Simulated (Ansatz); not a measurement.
**MoNCl3: structure and electronic state**

What does MoNCl3 look like as a singlet, and where do its frontier electrons sit?

Method: RKS PBE0-D4/def2-TZVP; program: Ansatz 0.2.0, Gaussian basis.

Levels to be run: relaxation at B3LYP-D4/def2-SVP; a search for the lowest solution at PBE0-D4/def2-SVP; a single point at PBE0-D4/def2-TZVP; harmonic vibrations at B3LYP-D4/def2-SVP.

1 further run of the same task is left out (set aside as unsound or not needed).

## 1. Starting geometry

5 atoms, charge 0, spin multiplicity 1.

Atoms are counted from 1 here; the program's logs count them from 0.

Bond lengths: Mo1–N2 1.707 Å, Mo1–Cl3 2.175 Å, Mo1–Cl4 2.176 Å, Mo1–Cl5 2.174 Å. Angles: N2–Mo1–Cl3 105.3°, N2–Mo1–Cl4 105.5°, N2–Mo1–Cl5 105.6°, Cl3–Mo1–Cl4 113.0°, Cl3–Mo1–Cl5 113.3°, Cl4–Mo1–Cl5 113.3°.

As a file:

```mol
Cl3MoN
  3D, bonds by distance, orders not assigned

  5  4  0  0  0  0  0  0  0  0999 V2000
   -0.0015   -0.0021    0.0064 Mo  0  0
    0.0090   -0.0124    1.7130 N   0  0
    2.0930    0.0112   -0.5802 Cl  0  0
   -1.0536    1.8180   -0.5560 Cl  0  0
   -1.0469   -1.8147   -0.5832 Cl  0  0
  1  2  8  0
  1  3  8  0
  1  4  8  0
  1  5  8  0
M  END
```

Formally the metal is d0. Mo takes a core potential in the def2 sets. No spin-orbit coupling is included.

The start is a GFN2-xTB geometry.

## 2. Optimising with B3LYP-D4/def2-SVP

The input, in.yaml:

```yaml
crystal:
  periodic: [false, false, false]
  atoms:
    - {symbol: Mo, position_ang: [-0.001520, -0.002090, 0.006370]}
    - {symbol: N, position_ang: [0.009030, -0.012430, 1.713050]}
    - {symbol: Cl, position_ang: [2.093020, 0.011210, -0.580220]}
    - {symbol: Cl, position_ang: [-1.053650, 1.818040, -0.556000]}
    - {symbol: Cl, position_ang: [-1.046880, -1.814740, -0.583190]}
basis:
  gaussian: {orbitals: def2-SVP}
hamiltonian: {xc: {name: B3LYP}, dispersion: d4}
scf: {omitted_lower_state_checks: [starts]}
output: {orbitals: {seedname: orbitals}}
relax: {f_tol: 0.02, max_steps: 100}
```

Started as:

```
> ansatz run in.yaml --threads 4 --pin off --events-out ev --progress --plain --max-ram 3916MiB
```

Further steps of the session: Searching for the lowest solution, PBE0-D4/def2-SVP; Single point, PBE0-D4/def2-TZVP; Vibrations by finite differences.

**Question.** What will the summary of the whole plan be? Wanted: point group; near neighbours of the metal; HOMO, LUMO at PBE0-D4/def2-TZVP; charge on the metal; dipole at B3LYP-D4/def2-SVP; lowest, highest wavenumber.

As calculated:

| quantity | value |
| --- | --- |
| point group | C3v |
| near neighbours of the metal | N 1.62, Cl 2.27, Cl 2.27, Cl 2.27 Å |
| HOMO, LUMO at PBE0-D4/def2-TZVP | -9.35, -4.18 eV |
| charge on the metal (Mulliken, PBE0-D4/def2-TZVP) | +1.24 e |
| dipole at B3LYP-D4/def2-SVP | 1.26 D |
| lowest, highest wavenumber | 104, 1171 cm⁻¹ |

What this shows: The molecule keeps its bonding pattern by the stored test; the atoms moved 0.07 Å (rms). The metal has 4 near neighbours by the distance rule, from 1.62 to 2.27 Å. The Mulliken charge of the metal, +1.24 e, depends on the basis and isn't its oxidation state. All wavenumbers are real: a minimum at this level. Whether this spin is the lowest isn't tested here.
